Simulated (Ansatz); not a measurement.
# Indium, A15 under LDA: relaxation and energy

The plan for indium in the A15 structure: relax it, then solve it on a dense k-mesh. Spin polarisation is left out. The k-meshes are 5×5×5 for the relaxation; 6×6×6 for the dense run.

Computed with Ansatz 0.2.0 (DFT LDA (PW92), plane waves (420 eV) with PAW, scalar-relativistic; PAW files made under PBE, frozen cores solved again for the functional, unless a step says otherwise).

**1. The system as given**

Symmetry: Pm-3n, No. 223, cubic system. Conventional cell: a = 5.936 Å, b = 5.936 Å, c = 5.936 Å, α = 90.00°, β = 90.00°, γ = 90.00°. In (site symmetry m-3) is surrounded by 12 In at 3.32 Å. Around In (site symmetry -4m2) lie 6 In at 2.97 to 3.32 Å.

As a file:

```
In
1.0
     5.93588    0.00000    0.00000
     0.00000    5.93588    0.00000
     0.00000    0.00000    5.93588
In
8
Cartesian
  0.0000 0.0000 0.0000
  2.9679 2.9679 2.9679
  1.4840 0.0000 2.9679
  4.4519 0.0000 2.9679
  2.9679 1.4840 0.0000
  2.9679 4.4519 0.0000
  0.0000 2.9679 1.4840
  0.0000 2.9679 4.4519
```

**2. Relaxing cell and atoms**

input.yaml reads:

```yaml
crystal:
  lattice:
    - [5.9358781157, 0.0, 0.0]
    - [0.0, 5.9358781157, 0.0]
    - [0.0, 0.0, 5.9358781157]
  atoms:
    - { symbol: In, position: [0.0, 0.0, 0.0] }
    - { symbol: In, position: [0.5, 0.5, 0.5] }
    - { symbol: In, position: [0.25, 0.0, 0.5] }
    - { symbol: In, position: [0.75, 0.0, 0.5] }
    - { symbol: In, position: [0.5, 0.25, 0.0] }
    - { symbol: In, position: [0.5, 0.75, 0.0] }
    - { symbol: In, position: [0.0, 0.5, 0.25] }
    - { symbol: In, position: [0.0, 0.5, 0.75] }
hamiltonian:
  xc: lda
  pseudopotentials:
    kind: paw
    azcp:
      In: "pseudopotentials/In.paw.azcp"
basis:
  ecutwfc: 420
  fft_grid_basis: typed
kpoints:
  mp_grid: { grid: [5, 5, 5], shift: [0, 0, 0] }
magnetization:
  spin_polarized: false
scf:
  occupations: { method: fermi_dirac, width: 0.1 }
relax:
  max_steps: 60
  f_tol: 0.01
  cell: {}
```

Further steps of the session: The energy on a finer k-mesh.

**Question.** What will these runs give? Wanted: space group; conventional cell; volume; shortest distance; gap on the mesh; relative to body-centred tetragonal.

As calculated:

| quantity | value |
| --- | --- |
| space group (spins left aside) | Pm-3n (No. 223) |
| conventional cell | a = 5.871 Å |
| volume | 25.292 Å³/atom |
| shortest distance | 2.935 Å |
| gap on the mesh | none (levels filled in part) |
| relative to body-centred tetragonal | +49 meV/atom |

**Reading.** From the guessed start the volume shrank by 3.3 % in 4 steps. It lies 49 meV/atom above the element's usual form at the same level (body-centred tetragonal, from a run of its own). Levels at the Fermi energy are filled in part, as in a metal. Relaxation kept the symmetry; phonons were not checked.
